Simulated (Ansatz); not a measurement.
**ClFGaHS: small, medium and large basis sets**

One table from this session's results is given with a row withheld; the runs are named, their logs left out.

Program: Ansatz 0.2.0, Gaussian basis. Level of theory: one geometry, several basis sets. These are calculated values, not measurements.

Plan: PBE0-D4/def2-SVP; ωB97M-V/def2-SVP; PBE0-D4/def2-QZVPP; ωB97M-V/def2-QZVPP; the functionals' def2-TZVPP values are taken from earlier runs.

## The relaxed structure

All runs share one geometry, relaxed beforehand with PBE0-D4 in a triple-zeta def2 set.

5 atoms, charge 0, spin multiplicity 1.

Atoms are counted from 1 here; the program's logs count them from 0.

Bond lengths: F1–Ga2 1.743 Å, Ga2–S3 2.169 Å, Ga2–Cl4 2.114 Å, S3–H5 1.345 Å. Angles: F1–Ga2–S3 119.1°, F1–Ga2–Cl4 116.8°, S3–Ga2–Cl4 124.1°, Ga2–S3–H5 91.7°.

The first run:

The input, in.yaml:

```yaml
crystal:
  periodic: [false, false, false]
  atoms:
    - {symbol: F, position_ang: [-0.245033, -1.455420, 1.124381]}
    - {symbol: Ga, position_ang: [-0.430568, -0.260800, -0.131347]}
    - {symbol: S, position_ang: [1.079992, 1.280021, -0.354120]}
    - {symbol: Cl, position_ang: [-2.148363, -0.422545, -1.353690]}
    - {symbol: H, position_ang: [1.793771, 0.784945, 0.673377]}
basis:
  gaussian: {orbitals: def2-SVP}
hamiltonian: {xc: pbe0, dispersion: d4}
output: {orbitals: {seedname: orbitals}}
```

The run is started by

```sh
> ansatz run in.yaml --threads 2 --pin off --events-out ev --progress --plain --max-ram 32768MiB --backend cpu
```

Among the steps run: PBE0-D4 in def2-SVP; ωB97M-V in def2-SVP; PBE0-D4 in def2-QZVPP; ωB97M-V in def2-QZVPP.

One table of the session follows, with a row left open; its other results are not shown here.

It belongs to the step «Functionals by basis». 

```
functional       basis  HOMO (eV)
   PBE0-D4    def2-SVP      -8.34
   PBE0-D4  def2-TZVPP      -8.46
   PBE0-D4  def2-QZVPP      -8.49
   ωB97M-V    def2-SVP     -10.48
   ωB97M-V  def2-TZVPP     -10.65
   ωB97M-V  def2-QZVPP          ?
```

Q: Estimate the row for ωB97M-V, def2-QZVPP from the others.

The run gave: HOMO (eV): -10.69. In the column «HOMO (eV)» it is the lowest.
